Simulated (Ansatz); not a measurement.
**C3H4BF (SMILES C#CB(C)F): single points off equilibrium**

How do the functionals fare away from a minimum? The structure is a structure displaced at random from a GFN2-xTB minimum.

The runs use Ansatz 0.2.0, Gaussian basis; single points in def2-TZVPP.

Correlated methods freeze the cores. B3LYP uses VWN-RPA correlation.

**1. The starting structure**

SMILES `C#CB(C)F`, 9 atoms, charge 0, spin multiplicity 1.

Atoms are counted from 1 here; the program's logs count them from 0.

Bond lengths: C1–C2 1.222 Å, C1–H6 1.042 Å, C2–B3 1.510 Å, B3–C4 1.569 Å, B3–F5 1.330 Å, C4–H7 1.072 Å, C4–H8 1.087 Å, C4–H9 1.088 Å. Angles: C2–C1–H6 177.0°, C1–C2–B3 175.5°, C2–B3–C4 123.4°, C2–B3–F5 117.8°, C4–B3–F5 118.8°, B3–C4–H7 111.2°, B3–C4–H8 110.5°, B3–C4–H9 112.9°, H7–C4–H8 107.4°, H7–C4–H9 107.1°, H8–C4–H9 107.5°.

As a file:

```mol
C3H4BF
  3D, bonds by distance, orders not assigned

  9  8  0  0  0  0  0  0  0  0999 V2000
    0.2626    2.3923    0.2089 C   0  0
    0.1314    1.2550   -0.2178 C   0  0
    0.0479   -0.1854   -0.6620 B   0  0
   -0.1724   -1.3838    0.3271 C   0  0
    0.1596   -0.4406   -1.9622 F   0  0
    0.3310    3.3762    0.5441 H   0  0
    0.6380   -2.0829    0.2748 H   0  0
   -1.0832   -1.9218    0.0766 H   0  0
   -0.2544   -1.0664    1.3643 H   0  0
  1  2  8  0
  1  6  8  0
  2  3  8  0
  3  4  8  0
  3  5  8  0
  4  7  8  0
  4  8  8  0
  4  9  8  0
M  END
```

**2. CCSD(T)/def2-TZVPP**

Contents of run/in.yaml:

```yaml
crystal:
  periodic: [false, false, false]
  atoms:
    - {symbol: C, position_ang: [0.262600, 2.392300, 0.208900]}
    - {symbol: C, position_ang: [0.131400, 1.255000, -0.217800]}
    - {symbol: B, position_ang: [0.047900, -0.185400, -0.662000]}
    - {symbol: C, position_ang: [-0.172400, -1.383800, 0.327100]}
    - {symbol: F, position_ang: [0.159600, -0.440600, -1.962200]}
    - {symbol: H, position_ang: [0.331000, 3.376200, 0.544100]}
    - {symbol: H, position_ang: [0.638000, -2.082900, 0.274800]}
    - {symbol: H, position_ang: [-1.083200, -1.921800, 0.076600]}
    - {symbol: H, position_ang: [-0.254400, -1.066400, 1.364300]}
basis:
  gaussian: {orbitals: def2-TZVPP}
correlation: {method: ccsd_t}
```

Run with:

```bash
$ ansatz run in.yaml --threads 8 --pin off --events-out ev --progress --plain --max-ram 10444MiB
```

The log of the run:

```text
Functional definition: HF
  name "HF"
  cite "Fock, Z. Phys. 61, 126 (1930) doi:10.1007/BF01340294"
  parent pbe
  exchange = exact_x
  correlation = 0
1280 factors; integrals over basis functions are off by at most 1.3e-3 eV
mean field evaluation 1: about -6531.7946 eV, gradient 3.8e1 eV
mean field evaluation 2: about -6532.0169 eV, gradient 3.8e1 eV
mean field evaluation 4: about -6535.3300 eV, gradient 4.0e0 eV
mean field evaluation 8: about -6535.3813 eV, gradient 3.6e-1 eV
mean field evaluation 16: about -6535.3823 eV, gradient 1.9e-6 eV
mean field -6535.38231037 eV, -240.1708700649 hartree, gradient 1.9e-6 eV, S^2 0.000000; 0 other end points of the search recorded, 0 dependent functions left out
5 core orbitals not correlated: weight in the atoms' cores, before any rotation towards them, 1.000 or more for the frozen orbitals, at most 0.000 for the correlated occupied ones
reference -6535.38231037 eV, -240.1708700649 hartree; 13, 13 occupied and 193, 193 virtual orbitals, 1280 factors
second order -22.18250405 eV of doubles, -0.00000000 eV of singles
cycle   1  -22.19845551 eV  change   -1.6e-2 eV  update   1.1e-1
cycle   2  -22.74773586 eV  change   -5.5e-1 eV  update   3.3e-2
cycle   3  -22.87857440 eV  change   -1.3e-1 eV  update   1.7e-2
cycle   4  -22.87428868 eV  change    4.3e-3 eV  update   5.2e-3
cycle   5  -22.87329121 eV  change    1.0e-3 eV  update   2.5e-3
cycle   6  -22.87502654 eV  change   -1.7e-3 eV  update   7.3e-4
cycle   7  -22.87502943 eV  change   -2.9e-6 eV  update   3.1e-4
cycle   8  -22.87493329 eV  change    9.6e-5 eV  update   1.1e-4
cycle   9  -22.87496198 eV  change   -2.9e-5 eV  update   4.8e-5
cycle  10  -22.87495598 eV  change    6.0e-6 eV  update   1.7e-5
perturbative correction -0.96760382 eV, -0.0355587844 hartree
Total energy: -6559.22487016 eV, -241.0470679763 hartree
```

Run time: 49 s. Hardware: 8 threads of Arm Neoverse N1, shared host; peak memory 3.2 GiB.

**3. PBE0-D4/def2-TZVPP**

Edit run/in.yaml of step 2 so:

```diff
@@ -14,2 +14,3 @@
   gaussian: {orbitals: def2-TZVPP}
-correlation: {method: ccsd_t}
+hamiltonian: {xc: pbe0, dispersion: d4}
+output: {forces: true, orbitals: {seedname: orbitals}}
```

Run with:

```bash
$ ansatz run in.yaml --threads 8 --pin off --events-out ev --progress --plain --max-ram 10444MiB
```

The log of the run, shortened:

```text
Functional definition: PBE0
  name "PBE0"
  cite "Adamo & Barone, J. Chem. Phys. 110, 6158 (1999) doi:10.1063/1.478522"
  cite "Perdew, Burke & Ernzerhof, Phys. Rev. Lett. 77, 3865 (1996) doi:10.1103/PhysRevLett.77.3865"
[... 1 set-up line as earlier in the session ...]
[...]
1101 factors; their error is unknown
[...]
mean field -6564.52789802 eV, -241.2419506553 hartree, gradient 5.4e-5 eV, S^2 0.000000; 0 other end points of the search recorded, 0 dependent functions left out
[...]
reference -6564.52792852 eV, -241.2419517762 hartree; 18, 18 occupied and 193, 193 virtual orbitals, 1101 factors
Total energy: -6564.64622318 eV, -241.2462990248 hartree
Atom 0 at     0.262600     2.392300     0.208900 Å, force    -0.398318    -2.416695    -0.935468 eV/Å
Atom 1 at     0.131400     1.255000    -0.217800 Å, force     0.350869     1.973237     0.711276 eV/Å
Atom 2 at     0.047900    -0.185400    -0.662000 Å, force    -0.150329    -0.731082     0.068476 eV/Å
Atom 3 at    -0.172400    -1.383800     0.327100 Å, force    -0.329147     0.826066     0.144182 eV/Å
Atom 4 at     0.159600    -0.440600    -1.962200 Å, force     0.018553     0.000292    -0.048502 eV/Å
Atom 5 at     0.331000     3.376200     0.544100 Å, force     0.129544     0.955245     0.354400 eV/Å
Atom 6 at     0.638000    -2.082900     0.274800 Å, force     0.568237    -0.547454    -0.191056 eV/Å
Atom 7 at    -1.083200    -1.921800     0.076600 Å, force    -0.161219    -0.153170    -0.158618 eV/Å
Atom 8 at    -0.254400    -1.066400     1.364300 Å, force    -0.028191     0.093560     0.055310 eV/Å
Dipole moment:    -0.016009     0.096366     0.308982 e Å
```

Run time: 2.4 s. Hardware: 8 threads of Arm Neoverse N1, shared host; peak memory 0.46 GiB.

**4. wB97M-V/def2-TZVPP**

Edit run/in.yaml of step 3 so:

```diff
@@ -14,3 +14,3 @@
   gaussian: {orbitals: def2-TZVPP}
-hamiltonian: {xc: pbe0, dispersion: d4}
-output: {forces: true, orbitals: {seedname: orbitals}}
+hamiltonian: {xc: {name: wB97M-V}}
+output: {forces: true}
```

Run with:

```bash
$ ansatz run in.yaml --threads 8 --pin off --events-out ev --progress --plain --max-ram 10444MiB
```

The log of the run, shortened:

```text
Functional definition: wB97M-V
  name "wB97M-V"
  cite "Mardirossian & Head-Gordon, J. Chem. Phys. 144, 214110 (2016) doi:10.1063/1.4952647"
  cite "Becke, J. Chem. Phys. 107, 8554 (1997) doi:10.1063/1.475007"
  cite "Vydrov & Van Voorhis, J. Chem. Phys. 133, 244103 (2010) doi:10.1063/1.3521275"
  # Of w^i u^j: cxij and so on, Table III.
[...]
  gx(w, u) = 1 - cx + cx01*u + cx10*w
  gss(w, u) = css00 + css04*u^4 + css10*w + css20*w^2 + css43*w^4*u^3
  gos(w, u) = cos00 + cos10*w + (cos20 + cos21*u)*w^2 + (cos60 + cos61*u)*w^6
[...]
      + integral(e_c_pw_mod_opposite_spin*gos(b97_w_opposite, b97_u_opposite)) + vv10(b, c)
1101 factors; their error is unknown
274 factors; integrals over basis functions are off by at most 1.2e-5 eV
[...]
Total energy: -6569.78943000 eV, -241.4353083895 hartree
Atom 0 at     0.262600     2.392300     0.208900 Å, force    -0.426049    -2.606364    -1.015264 eV/Å
Atom 1 at     0.131400     1.255000    -0.217800 Å, force     0.391104     2.392510     0.853417 eV/Å
Atom 2 at     0.047900    -0.185400    -0.662000 Å, force    -0.171379    -0.827114     0.196756 eV/Å
Atom 3 at    -0.172400    -1.383800     0.327100 Å, force    -0.337878     0.728592     0.179995 eV/Å
Atom 4 at     0.159600    -0.440600    -1.962200 Å, force     0.032881    -0.034118    -0.215125 eV/Å
Atom 5 at     0.331000     3.376200     0.544100 Å, force     0.126552     0.883145     0.330729 eV/Å
Atom 6 at     0.638000    -2.082900     0.274800 Å, force     0.521578    -0.501205    -0.188089 eV/Å
Atom 7 at    -1.083200    -1.921800     0.076600 Å, force    -0.113590    -0.120088    -0.145688 eV/Å
Atom 8 at    -0.254400    -1.066400     1.364300 Å, force    -0.023218     0.084641     0.003268 eV/Å
Dipole moment:    -0.014918     0.094085     0.300900 e Å
```

It took 6 s on 8 threads of Arm Neoverse N1, shared host; peak memory 0.61 GiB.

**5. r2SCAN-D4/def2-TZVPP**

Edit run/in.yaml of step 4 so:

```diff
@@ -14,3 +14,3 @@
   gaussian: {orbitals: def2-TZVPP}
-hamiltonian: {xc: {name: wB97M-V}}
+hamiltonian: {xc: r2scan, dispersion: d4}
 output: {forces: true}
```

Run with:

```bash
$ ansatz run in.yaml --threads 8 --pin off --events-out ev --progress --plain --max-ram 10444MiB
```

The log of the run, shortened:

```text
Functional definition: r2SCAN
  name "r2SCAN"
  cite "Furness, Kaplan, Ning, Perdew & Sun, J. Phys. Chem. Lett. 11, 8208 (2020) doi:10.1021/acs.jpclett.0c02405"
  cite "Furness, Kaplan, Ning, Perdew & Sun, J. Phys. Chem. Lett. 11, 9248 (2020) doi:10.1021/acs.jpclett.0c03077"
  parent r2scan
[...]
1101 factors; their error is unknown
[...]
mean field -6568.58137415 eV, -241.3909131556 hartree, gradient 3.1e-5 eV, S^2 0.000000; 0 other end points of the search recorded, 0 dependent functions left out
[...]
reference -6568.58138593 eV, -241.3909135887 hartree; 18, 18 occupied and 193, 193 virtual orbitals, 1101 factors
Total energy: -6568.61697428 eV, -241.3922214363 hartree
Atom 0 at     0.262600     2.392300     0.208900 Å, force    -0.349258    -2.049357    -0.788052 eV/Å
Atom 1 at     0.131400     1.255000    -0.217800 Å, force     0.304865     1.611653     0.565913 eV/Å
Atom 2 at     0.047900    -0.185400    -0.662000 Å, force    -0.159943    -0.619984     0.278991 eV/Å
Atom 3 at    -0.172400    -1.383800     0.327100 Å, force    -0.322787     0.835475     0.149507 eV/Å
Atom 4 at     0.159600    -0.440600    -1.962200 Å, force     0.034701    -0.054624    -0.256729 eV/Å
Atom 5 at     0.331000     3.376200     0.544100 Å, force     0.123295     0.917302     0.337806 eV/Å
Atom 6 at     0.638000    -2.082900     0.274800 Å, force     0.556598    -0.554985    -0.190327 eV/Å
Atom 7 at    -1.083200    -1.921800     0.076600 Å, force    -0.157174    -0.165248    -0.157322 eV/Å
Atom 8 at    -0.254400    -1.066400     1.364300 Å, force    -0.030298     0.079768     0.060213 eV/Å
Dipole moment:    -0.015353     0.095201     0.301844 e Å
```

Run time: 3 s. Hardware: 8 threads of Arm Neoverse N1, shared host; peak memory 0.27 GiB.

**6. PBE-D4/def2-TZVPP**

Edit run/in.yaml of step 5 so:

```diff
@@ -14,3 +14,3 @@
   gaussian: {orbitals: def2-TZVPP}
-hamiltonian: {xc: r2scan, dispersion: d4}
+hamiltonian: {xc: pbe, dispersion: d4}
 output: {forces: true}
```

Run with:

```bash
$ ansatz run in.yaml --threads 8 --pin off --events-out ev --progress --plain --max-ram 10444MiB
```

The log of the run, shortened:

```text
Functional definition: PBE
  name "PBE"
[... 2 set-up lines as earlier in the session ...]
[...]
1101 factors; their error is unknown
[...]
mean field -6564.05376045 eV, -241.2245264212 hartree, gradient 3.1e-5 eV, S^2 0.000000; 0 other end points of the search recorded, 0 dependent functions left out
[...]
reference -6564.05380220 eV, -241.2245279553 hartree; 18, 18 occupied and 193, 193 virtual orbitals, 1101 factors
Total energy: -6564.19474772 eV, -241.2297076078 hartree
Atom 0 at     0.262600     2.392300     0.208900 Å, force    -0.275261    -1.526121    -0.588452 eV/Å
Atom 1 at     0.131400     1.255000    -0.217800 Å, force     0.220577     0.938260     0.325573 eV/Å
Atom 2 at     0.047900    -0.185400    -0.662000 Å, force    -0.176066    -0.516974     0.526480 eV/Å
Atom 3 at    -0.172400    -1.383800     0.327100 Å, force    -0.312024     0.900106     0.090289 eV/Å
Atom 4 at     0.159600    -0.440600    -1.962200 Å, force     0.072057    -0.125573    -0.677412 eV/Å
Atom 5 at     0.331000     3.376200     0.544100 Å, force     0.139208     1.170744     0.425089 eV/Å
Atom 6 at     0.638000    -2.082900     0.274800 Å, force     0.733175    -0.706940    -0.188140 eV/Å
Atom 7 at    -1.083200    -1.921800     0.076600 Å, force    -0.354593    -0.280541    -0.199033 eV/Å
Atom 8 at    -0.254400    -1.066400     1.364300 Å, force    -0.047072     0.147040     0.285605 eV/Å
Dipole moment:    -0.015128     0.090271     0.287352 e Å
```

Run time: 1.5 s. Hardware: 8 threads of Arm Neoverse N1, shared host; peak memory 0.24 GiB.

**7. B3LYP-D4/def2-TZVPP**

Edit run/in.yaml of step 6 so:

```diff
@@ -14,3 +14,3 @@
   gaussian: {orbitals: def2-TZVPP}
-hamiltonian: {xc: pbe, dispersion: d4}
+hamiltonian: {xc: {name: B3LYP}, dispersion: d4}
 output: {forces: true}
```

Run with:

```bash
$ ansatz run in.yaml --threads 8 --pin off --events-out ev --progress --plain --max-ram 10444MiB
```

The log of the run, shortened:

```text
Functional definition: B3LYP
  name "B3LYP"
  cite "Stephens, Devlin, Chabalowski & Frisch, J. Phys. Chem. 98, 11623 (1994) doi:10.1021/j100096a001"
  cite "Becke, Phys. Rev. A 38, 3098 (1988) doi:10.1103/PhysRevA.38.3098"
  cite "Lee, Yang & Parr, Phys. Rev. B 37, 785 (1988) doi:10.1103/PhysRevB.37.785"
  cite "Vosko, Wilk & Nusair, Can. J. Phys. 58, 1200 (1980) doi:10.1139/p80-159"
[...]
1101 factors; their error is unknown
[...]
mean field -6572.50814866 eV, -241.5352194571 hartree, gradient 5.1e-5 eV, S^2 0.000000; 0 other end points of the search recorded, 0 dependent functions left out
[...]
reference -6572.50840942 eV, -241.5352290400 hartree; 18, 18 occupied and 193, 193 virtual orbitals, 1101 factors
Total energy: -6572.73406905 eV, -241.5435218785 hartree
Atom 0 at     0.262600     2.392300     0.208900 Å, force    -0.389272    -2.310725    -0.898612 eV/Å
Atom 1 at     0.131400     1.255000    -0.217800 Å, force     0.349130     1.942827     0.702987 eV/Å
Atom 2 at     0.047900    -0.185400    -0.662000 Å, force    -0.153994    -0.576733     0.246111 eV/Å
Atom 3 at    -0.172400    -1.383800     0.327100 Å, force    -0.330929     0.748056     0.187641 eV/Å
Atom 4 at     0.159600    -0.440600    -1.962200 Å, force     0.037031    -0.051437    -0.273347 eV/Å
Atom 5 at     0.331000     3.376200     0.544100 Å, force     0.121507     0.856220     0.319026 eV/Å
Atom 6 at     0.638000    -2.082900     0.274800 Å, force     0.539198    -0.532120    -0.179137 eV/Å
Atom 7 at    -1.083200    -1.921800     0.076600 Å, force    -0.144283    -0.150587    -0.142412 eV/Å
Atom 8 at    -0.254400    -1.066400     1.364300 Å, force    -0.028388     0.074501     0.037743 eV/Å
Dipole moment:    -0.015290     0.100886     0.305859 e Å
```

It took 2.3 s on 8 threads of Arm Neoverse N1, shared host; peak memory 0.46 GiB.

**8. revPBE-D4/def2-TZVPP**

Edit run/in.yaml of step 7 so:

```diff
@@ -14,3 +14,3 @@
   gaussian: {orbitals: def2-TZVPP}
-hamiltonian: {xc: {name: B3LYP}, dispersion: d4}
+hamiltonian: {xc: {name: revPBE}, dispersion: d4}
 output: {forces: true}
```

Run with:

```bash
$ ansatz run in.yaml --threads 8 --pin off --events-out ev --progress --plain --max-ram 10444MiB
```

The log of the run, shortened:

```text
Functional definition: revPBE
  name "revPBE"
  cite "Zhang & Yang, Phys. Rev. Lett. 80, 890 (1998) doi:10.1103/PhysRevLett.80.890"
[... 1 set-up line as earlier in the session ...]
[...]
1101 factors; their error is unknown
[...]
mean field -6570.07436131 eV, -241.4457794217 hartree, gradient 3.8e-5 eV, S^2 0.000000; 0 other end points of the search recorded, 0 dependent functions left out
[...]
reference -6570.07441372 eV, -241.4457813477 hartree; 18, 18 occupied and 193, 193 virtual orbitals, 1101 factors
Total energy: -6570.54491814 eV, -241.4630720662 hartree
Atom 0 at     0.262600     2.392300     0.208900 Å, force    -0.249104    -1.324761    -0.510063 eV/Å
Atom 1 at     0.131400     1.255000    -0.217800 Å, force     0.198799     0.850331     0.298031 eV/Å
Atom 2 at     0.047900    -0.185400    -0.662000 Å, force    -0.178529    -0.494291     0.588411 eV/Å
Atom 3 at    -0.172400    -1.383800     0.327100 Å, force    -0.328093     0.819858     0.171981 eV/Å
Atom 4 at     0.159600    -0.440600    -1.962200 Å, force     0.090301    -0.170920    -0.891142 eV/Å
Atom 5 at     0.331000     3.376200     0.544100 Å, force     0.139272     1.180536     0.427603 eV/Å
Atom 6 at     0.638000    -2.082900     0.274800 Å, force     0.752622    -0.722257    -0.188753 eV/Å
Atom 7 at    -1.083200    -1.921800     0.076600 Å, force    -0.376015    -0.291827    -0.203599 eV/Å
Atom 8 at    -0.254400    -1.066400     1.364300 Å, force    -0.049252     0.153330     0.307531 eV/Å
Dipole moment:    -0.014563     0.089890     0.281964 e Å
```

Run time: 1.5 s. Hardware: 8 threads of Arm Neoverse N1, shared host; peak memory 0.24 GiB.

**9. Side by side**

| method | RMS force component (eV/Å) | dipole (D) |
| --- | --- | --- |
| PBE0-D4 | 0.735 | 1.56 |
| wB97M-V | 0.808 | 1.52 |
| r2SCAN-D4 | 0.640 | 1.52 |
| PBE-D4 | 0.569 | 1.45 |
| B3LYP-D4 | 0.705 | 1.55 |
| revPBE-D4 | 0.554 | 1.42 |

Energy less the free neutral atoms in their ground states at the same level (atoms from separate runs):

Differences are taken before rounding.

| method | rung | energy less atoms (kcal/mol) | from CCSD(T) (kcal/mol) |
| --- | --- | --- | --- |
| PBE-D4 | GGA | -981.5 | -51.7 |
| revPBE-D4 | GGA | -955.1 | -25.3 |
| r2SCAN-D4 | meta-GGA | -959.7 | -29.9 |
| PBE0-D4 | hybrid | -961.1 | -31.3 |
| B3LYP-D4 | hybrid | -955.3 | -25.5 |
| wB97M-V | range-separated hybrid | -956.8 | -27.0 |
| Hartree-Fock | wavefunction | -721.7 | +208.2 |
| MP2 | wavefunction | -957.3 | -27.5 |
| CCSD | wavefunction | -914.3 | +15.5 |
| CCSD(T) | wavefunction | -929.8 | 0 |

Times, from a shared host:

| method | time |
| --- | --- |
| CCSD(T) | 49 s |
| PBE0-D4 | 2.4 s |
| wB97M-V | 6 s |
| r2SCAN-D4 | 3 s |
| PBE-D4 | 1.5 s |
| B3LYP-D4 | 2.3 s |
| revPBE-D4 | 1.5 s |

**10. Outcome**

```
                                  quantity                                 value
energy less free atoms, CCSD(T)/def2-TZVPP                       -929.8 kcal/mol
                       RMS force component  0.554 to 0.808 eV/Å over the methods
                    HOMO and LUMO, PBE0-D4                    -8.37 and -1.57 eV
                             T1 diagnostic                                 0.014
```

In words: Against CCSD(T) the functionals' energies less atoms differ by -51.7 to -25.3 kcal/mol, PBE-D4 by -51.7 kcal/mol. CCSD(T) in triple zeta still lacks some correlation energy of the bonds, so part of these gaps is its own basis error and they don't rank the functionals. No sound CCSD(T) forces are at hand. Among the functionals the RMS force differs by up to 46 %.
